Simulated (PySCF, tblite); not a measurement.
# C₄H₁₀BNO₂: geometry, infrared bands and NMR shifts

What infrared bands and NMR shifts should C₄H₁₀BNO₂ (`C#C[B@@-](O)([NH2+]C)OC`) show?

Programs: tblite 0.8.0 and PySCF 2.14.0, with density-fitted response routines of our own. Each step states its level of theory. These are calculated values for one molecule in the gas phase, unless marked as measured. Atoms count from 0, in the outputs and in this text.

## (1) Starting geometry

18 atoms, charge 0, multiplicity 1; geometry from: force field or distance geometry start.

Bonds of the start (Å): C0–C1 1.19, C1–B2 1.56, B2–O3 1.47, B2–N4 1.52, N4–C5 1.44, B2–O6 1.47, O6–C7 1.39, C0–H8 1.07, O3–H9 0.98, N4–H10 1.03, N4–H11 1.06, C5–H12 1.09, C5–H13 1.13, C5–H14 1.14, C7–H15 1.11, C7–H16 1.11, C7–H17 1.12.

## (2) Relaxing the molecule with GFN2-xTB

The job: settings as JSON, then the geometry in Å.

```
{"job": {"kind": "relax", "xc": "GFN2-xTB", "basis": "xTB"}, "charge": 0, "multiplicity": 1}
C     -1.183100     2.606900    -0.356700
C     -0.766100     1.494000    -0.278300
B     -0.208600     0.041200    -0.175500
O     -0.298700    -0.621700    -1.488300
N      1.192500    -0.016500     0.408200
C      2.215700     0.133100    -0.598900
O     -1.052400    -0.716800     0.765200
C     -1.924400    -1.541900     0.063300
H     -1.572800     3.598900    -0.438500
H     -0.077500     0.000900    -2.208200
H      1.302900     0.746100     1.098400
H      1.261500    -0.983300     0.836300
H      1.848600     0.372400    -1.597700
H      2.813500    -0.820800    -0.652700
H      2.909100     0.967500    -0.255900
H     -2.671100    -0.898700    -0.440700
H     -1.347100    -2.100700    -0.701800
H     -2.450700    -2.254400     0.745200
```

Launch:

```bash
> OMP_NUM_THREADS=1 python probes_run.py task.json out
```

The driver reads the jobs from task.json and runs them one after another.

**Question.** This job is followed by: GFN2-xTB harmonic vibrations, gas phase; GIAO PBE0/pcSseg-1 NMR shielding, non-relativistic, gas phase. What will the session give for the following? strongest single infrared mode (GFN2-xTB); zero-point energy (GFN2-xTB); ¹³C shifts against TMS (PBE0/pcSseg-1); ¹H shifts against TMS (PBE0/pcSseg-1); ¹¹B shifts against BF3·OEt2 (PBE0/pcSseg-1); ¹⁷O shifts against H2O (PBE0/pcSseg-1); ¹⁵N shifts against NH3 (PBE0/pcSseg-1).

**Answer**, as computed:

| quantity | value |
| --- | --- |
| strongest single infrared mode (GFN2-xTB) | 1279 cm⁻¹, 459 km/mol |
| zero-point energy (GFN2-xTB) | 88.3 kcal/mol |
| ¹³C shifts against TMS (PBE0/pcSseg-1) | 96.0, 88.6, 53.5, 34.0 ppm |
| ¹H shifts against TMS (PBE0/pcSseg-1) | 4.73, 4.07, 3.81, 3.76, 2.87, 2.55, 2.46, 1.85, 0.38, -0.04 ppm |
| ¹¹B shifts against BF3·OEt2 (PBE0/pcSseg-1) | 18.3 ppm |
| ¹⁷O shifts against H2O (PBE0/pcSseg-1) | 137.1, 110.3 ppm |
| ¹⁵N shifts against NH3 (PBE0/pcSseg-1) | 21.3 ppm |

**Reading.** The optimisation took 198 steps and gained 1.250 eV; among the close pairs (by a distance rule), B2–N4 changed most, from 1.519 to 3.527 Å. The lowest mode is imaginary (44i cm⁻¹), so the xTB geometry is not a minimum. The strongest single mode, at 1279 cm⁻¹, moves mainly B2. Unscaled tight-binding wavenumbers are off by several per cent, some by more. Its intensities can rank the bands wrongly. The structure rearranged or came apart on optimisation; the results belong to the end geometry, not to the formula as drawn. Shifts at one fixed geometry are not the observed spectrum, which averages over the motion. At PBE0/pcSseg-1: The widest tensor belongs to C1: span 292 ppm, with a paramagnetic part of -163 ppm.
